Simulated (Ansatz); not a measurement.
# C₉H₁₄FHfNO: how energies converge with the basis set

How large a basis does C₉H₁₄FHfNO need? Two functionals are run in growing sets.

Method: one geometry, several basis sets; program: Ansatz 0.2.0, Gaussian basis.

The runs, in order: PBE0-D4/def2-SVP; ωB97M-V/def2-SVP; PBE0-D4/def2-QZVPP; ωB97M-V/def2-QZVPP; the functionals' def2-TZVPP values are taken from earlier runs.

**1. The geometry**

The geometry comes from an earlier relaxation with PBE0-D4/def2-TZVP; it is a stationary point, not always the lowest conformer. Hf takes the def2 core potential; no spin-orbit term is included.

27 atoms, charge 0, spin multiplicity 1.

Atoms are counted from 1 here; the program's logs count them from 0.

Bond lengths: C1–O2 1.389 Å, C1–H14 1.095 Å, C1–H15 1.095 Å, C1–H16 1.095 Å, O2–Hf3 1.914 Å, Hf3–F4 1.928 Å, Hf3–C5 2.233 Å, Hf3–N11 2.022 Å, C5–C6 1.401 Å, C5–C10 1.401 Å, C6–C7 1.388 Å, C6–H17 1.087 Å, C7–C8 1.387 Å, C7–H18 1.085 Å, C8–C9 1.388 Å, C8–H19 1.084 Å, C9–C10 1.387 Å, C9–H20 1.085 Å and more. Angles: O2–C1–H14 111.0°, O2–C1–H15 110.5°, O2–C1–H16 110.3°, H14–C1–H15 108.3°, H14–C1–H16 108.4°, H15–C1–H16 108.2°, C1–O2–Hf3 173.0°, O2–Hf3–F4 118.7°, O2–Hf3–C5 105.7°, O2–Hf3–N11 110.2°, F4–Hf3–C5 107.5°, F4–Hf3–N11 109.7°, C5–Hf3–N11 104.0°, Hf3–C5–C6 122.0°, Hf3–C5–C10 121.3°, C6–C5–C10 116.7°, C5–C6–C7 121.9°, C5–C6–H17 119.9° and more.

Geometry (Å):

```xyz
27

C    -2.6495   -2.6048   -0.9054
O    -1.5235   -1.7916   -0.9439
Hf   -0.0178   -0.6440   -1.2231
F     0.4186   -0.1115   -3.0240
C    -0.4508    1.2126   -0.0604
C    -1.7343    1.5046    0.4192
C    -2.0098    2.6774    1.1094
C    -0.9989    3.5986    1.3382
C     0.2839    3.3405    0.8761
C     0.5470    2.1636    0.1905
N     1.6208   -1.4132   -0.3231
C     1.6723   -2.4185    0.7084
C     2.9266   -0.9013   -0.6689
H    -3.0725   -2.7368   -1.9066
H    -2.3954   -3.5920   -0.5055
H    -3.4172   -2.1620   -0.2621
H    -2.5470    0.8007    0.2568
H    -3.0141    2.8736    1.4701
H    -1.2094    4.5163    1.8762
H     1.0788    4.0573    1.0533
H     1.5653    1.9907   -0.1524
H     0.6700   -2.7866    0.9412
H     2.2839   -3.2801    0.4035
H     2.1053   -2.0200    1.6368
H     2.8612   -0.1614   -1.4748
H     3.5968   -1.6992   -1.0190
H     3.4096   -0.4130    0.1896
```

**2. PBE0-D4 in def2-SVP**

Contents of in.yaml:

```yaml
crystal:
  periodic: [false, false, false]
  atoms:
    - {symbol: C, position_ang: [-2.649468, -2.604757, -0.905355]}
    - {symbol: O, position_ang: [-1.523490, -1.791566, -0.943884]}
    - {symbol: Hf, position_ang: [-0.017801, -0.644038, -1.223139]}
    - {symbol: F, position_ang: [0.418576, -0.111542, -3.024038]}
    - {symbol: C, position_ang: [-0.450806, 1.212636, -0.060442]}
    - {symbol: C, position_ang: [-1.734261, 1.504615, 0.419229]}
    - {symbol: C, position_ang: [-2.009800, 2.677362, 1.109430]}
    - {symbol: C, position_ang: [-0.998860, 3.598595, 1.338178]}
    - {symbol: C, position_ang: [0.283874, 3.340531, 0.876097]}
    - {symbol: C, position_ang: [0.547040, 2.163602, 0.190462]}
    - {symbol: N, position_ang: [1.620783, -1.413241, -0.323077]}
    - {symbol: C, position_ang: [1.672298, -2.418477, 0.708353]}
    - {symbol: C, position_ang: [2.926595, -0.901333, -0.668883]}
    - {symbol: H, position_ang: [-3.072545, -2.736833, -1.906595]}
    - {symbol: H, position_ang: [-2.395431, -3.592041, -0.505483]}
    - {symbol: H, position_ang: [-3.417183, -2.161967, -0.262074]}
    - {symbol: H, position_ang: [-2.547006, 0.800713, 0.256761]}
    - {symbol: H, position_ang: [-3.014063, 2.873631, 1.470067]}
    - {symbol: H, position_ang: [-1.209408, 4.516322, 1.876213]}
    - {symbol: H, position_ang: [1.078787, 4.057252, 1.053316]}
    - {symbol: H, position_ang: [1.565327, 1.990742, -0.152408]}
    - {symbol: H, position_ang: [0.670032, -2.786629, 0.941162]}
    - {symbol: H, position_ang: [2.283886, -3.280066, 0.403532]}
    - {symbol: H, position_ang: [2.105252, -2.019967, 1.636781]}
    - {symbol: H, position_ang: [2.861228, -0.161372, -1.474814]}
    - {symbol: H, position_ang: [3.596805, -1.699201, -1.019032]}
    - {symbol: H, position_ang: [3.409626, -0.412971, 0.189625]}
basis:
  gaussian: {orbitals: def2-SVP}
hamiltonian: {xc: pbe0, dispersion: d4}
output: {orbitals: {seedname: orbitals}}
```

Run with:

```sh
$ ansatz run in.yaml --threads 11 --pin off --events-out ev --progress --plain --max-ram 174080MiB --backend cpu
```

The runs that follow: ωB97M-V in def2-SVP; PBE0-D4 in def2-QZVPP; ωB97M-V in def2-QZVPP.

Before running them: what should the planned runs give, taken together? Wanted: PBE0-D4: double and triple zeta above quadruple; ωB97M-V: double and triple zeta above quadruple.

The runs gave:

| quantity | value |
| --- | --- |
| PBE0-D4: double and triple zeta above quadruple | 18.82, 0.86 eV |
| ωB97M-V: double and triple zeta above quadruple | 19.49, 0.81 eV |

For PBE0-D4 the step from double to triple zeta gains 17.96 eV and the next only 0.86 eV. These are total energies; as a rule much of such shifts cancels in differences, which this series doesn't test. The LUMO of ωB97M-V is positive and keeps falling with the basis (1.34 to 0.72 eV): an unbound level that the basis holds in place.
